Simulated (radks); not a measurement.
**Excited configurations of Mo**

One table from this session's results is given with a row withheld; the runs are named, their logs left out.

The numbers are computed with radks (a radial shooting solver on a logarithmic mesh, Libxc functionals) version 1 (Dirac Kohn-Sham, PBE, spin-unpolarised, spherical densities, finite nucleus; open shells fill j = l - 1/2 first), except any that are marked as measured or tabulated.

**Starting point**

| Quantity | Value |
| --- | --- |
| element | molybdenum (Z = 42) |
| charge | 0 |
| electrons | 42 |
| configuration | [Kr] 4d5 5s1 |
| nuclear rms radius | 4.4091 fm |

The first run:

Input:

```text
Z 42
configuration [Kr] 4d5 5s1
relativity Dirac
functional pbe,pbe
spin unpolarised
j_filling energy
nucleus finite rms 4.4091 fm
c 137.035999084
```

Steps of the session up to this table: Ground configuration: [Kr] 4d5 5s1.

One of the session's tables, all rows but one given; the rest of the session is left out.

Radial moments (bohr):

```
level     <r>  outermost maximum (interpolated)  90 % within  nodes
3d3/2  0.4132                             0.321        0.661      0
3d5/2       ?                                 ?            ?      ?
4s1/2   1.108                             0.990         1.62      3
4p1/2   1.217                              1.06         1.81      2
4p3/2   1.249                              1.08         1.86      2
5s1/2   3.602                              2.95         5.44      4
4d3/2   1.988                              1.38         3.32      1
4d5/2   2.021                              1.39         3.38      1
```

Estimate the missing values for 3d5/2.

The run gave: <r>: 0.4167; outermost maximum (interpolated): 0.324; 90 % within: 0.666; nodes: 0. In the column «<r>» it lies between 3d3/2 (0.4132) and 4s1/2 (1.108).

Caveats from the session: Spin polarisation and multiplet splitting are left out, so open shells lie too high by an amount that depends on their filling.
